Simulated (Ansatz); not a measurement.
**BaRhO3 (element-swapped structure): how the settings move a single-point run**

Question: which choices in the input matter for BaRhO3 (element-swapped structure)?

Method: reference: DFT r2SCAN, plane waves, PAW, scalar-relativistic, no spin polarisation, in Ansatz 0.2.0.

## Step 1: Starting point

Symmetry: Pm-3m, No. 221, cubic system. The conventional cell has a = 4.102 Å, b = 4.102 Å, c = 4.102 Å, α = 90.00°, β = 90.00°, γ = 90.00°. Around Ba (site symmetry m-3m) lie 12 O at 2.90 Å. Around Rh (site symmetry m-3m) lie 6 O at 2.05 Å. Around O (site symmetry 4/mmm) lie 2 Rh at 2.05 Å and 4 Ba at 2.90 Å.

As a file:

```cif
data_structure
_symmetry_space_group_name_H-M 'P 1'
_symmetry_Int_Tables_number 1
_cell_length_a 4.1019
_cell_length_b 4.1019
_cell_length_c 4.1019
_cell_angle_alpha 90.000
_cell_angle_beta 90.000
_cell_angle_gamma 90.000
_cell_volume 69.02
loop_
_atom_site_label
_atom_site_type_symbol
_atom_site_fract_x
_atom_site_fract_y
_atom_site_fract_z
_atom_site_occupancy
Ba1 Ba 0.50000 0.50000 0.50000 1
Rh1 Rh 0.00000 0.00000 0.00000 1
O1 O 0.00000 0.50000 0.00000 1
O2 O 0.50000 0.00000 0.00000 1
O3 O 0.00000 0.00000 0.50000 1
```

## Step 2: Reference

The input, input.yaml:

```yaml
crystal:
  lattice:
    - [4.10194, 0.0, 0.0]
    - [0.0, 4.10194, 0.0]
    - [0.0, 0.0, 4.10194]
  atoms:
    - { symbol: Ba, position: [0.5, 0.5, 0.5] }
    - { symbol: Rh, position: [0.0, 0.0, 0.0] }
    - { symbol: O, position: [0.0, 0.5, 0.0] }
    - { symbol: O, position: [0.5, 0.0, 0.0] }
    - { symbol: O, position: [0.0, 0.0, 0.5] }
  symmetry: { tolerance: 0.0003 }
kpoints:
  mp_grid: { grid: [5, 5, 5], shift: [0, 0, 0] }
magnetization:
  spin_polarized: false
scf:
  occupations: { method: fermi_dirac }
hamiltonian:
  pseudopotentials: { kind: paw }
  xc: r2scan
basis:
  ecutwfc: 500
output:
  forces: true
  stress: true
  eigenvalues: true
```

Run with:

```bash
ansatz run input.yaml --threads 1 --pin off --max-ram 2560MiB --backend cpu --events-out ev --progress --plain --runs-dir out
```

## Step 3: Changing settings: symmetry.detect false, dr2_threshold 1.0e-11, tolerance left out

Edit input.yaml of step 2 so:

```diff
@@ -11,3 +11,3 @@
     - { symbol: O, position: [0.0, 0.0, 0.5] }
-  symmetry: { tolerance: 0.0003 }
+  symmetry: { detect: false }
 kpoints:
@@ -18,2 +18,3 @@
   occupations: { method: fermi_dirac }
+  convergence: { dr2_threshold: 1.0e-11 }
 hamiltonian:
```

## Step 4: Variant: occupations.width 0.15

Edit input.yaml of step 2 so:

```diff
@@ -17,3 +17,3 @@
 scf:
-  occupations: { method: fermi_dirac }
+  occupations: { method: fermi_dirac, width: 0.15 }
 hamiltonian:
```

## Step 5: Variant: n_extra_bands 32

Edit input.yaml of step 2 so:

```diff
@@ -18,2 +18,3 @@
   occupations: { method: fermi_dirac }
+  n_extra_bands: 32
 hamiltonian:
```

## Step 6: The same system, input altered

Edit input.yaml of step 2 so:

```diff
@@ -18,2 +18,3 @@
   occupations: { method: fermi_dirac }
+  max_iter: 60
 hamiltonian:
@@ -21,2 +22,3 @@
   xc: r2scan
+  hubbard: { sites: [{ species: Rh, l: d, u_eff: 40.0 }] }
 basis:
```

(Steps that only read results are left out.)

What does the calculation give? Wanted: for each run, ending; energy change; pressure; gap; force.

As calculated:

```tsv
run	ending	energy change	pressure (GPa)	gap (eV)	force (eV/Å)	cycles	time
reference	converged	0	-9.3	0.00	0.00	8	5.2 s
1: symmetry.detect false, dr2_threshold 1.0e-11, tolerance left out	converged	0.0 meV/atom	-9.3	0.00	0.00	14	35 s
2: occupations.width 0.15	converged	-4.5 meV/atom (σ→0)	-8.9	0.00	0.00	8	4.1 s
3: n_extra_bands 32	converged	0.0 meV/atom	-9.3	0.00	0.00	8	5.6 s
4: hubbard.sites [{species: Rh, l: d, u_eff: 40.0}]	converged	+3.09 eV/atom (U changed: no physical gain or loss)	19.3	0.00	0.00	38	29 s
```

Residual by cycle in the longest SCF loop of each run; runs are numbered as in the table. The quantity is the density residual dr2, in eV.

```tsv
cycle	reference	run 1	run 2	run 3	run 4
1	0.13	0.13	0.103	0.134	20
4	4.2e-4	4.2e-4	4.4e-4	3.7e-4	1.42
8	2.6e-8	3.2e-6	1.9e-8	1.8e-8	1.59
11	-	1.2e-9	-	-	1.75
14	-	3.8e-12	-	-	0.385
18	-	-	-	-	4.84
21	-	-	-	-	1.17
25	-	-	-	-	4.97
28	-	-	-	-	3.37
31	-	-	-	-	7.53
35	-	-	-	-	1.6e-6
38	-	-	-	-	2.0e-10
```

**Reading.** A changed U is a change of model: its shifts are not errors of convergence. Of the variants the dearest is «symmetry.detect false, dr2_threshold 1.0e-11, tolerance left out» (35 s), the cheapest «occupations.width 0.15» (4.1 s), on a shared host. The reference has no spin polarisation; with Rh present, a magnetic state may lie lower.

The reference is no final answer either: its mesh is coarse for a cell with so small a gap or none; the structure is made up and not relaxed.
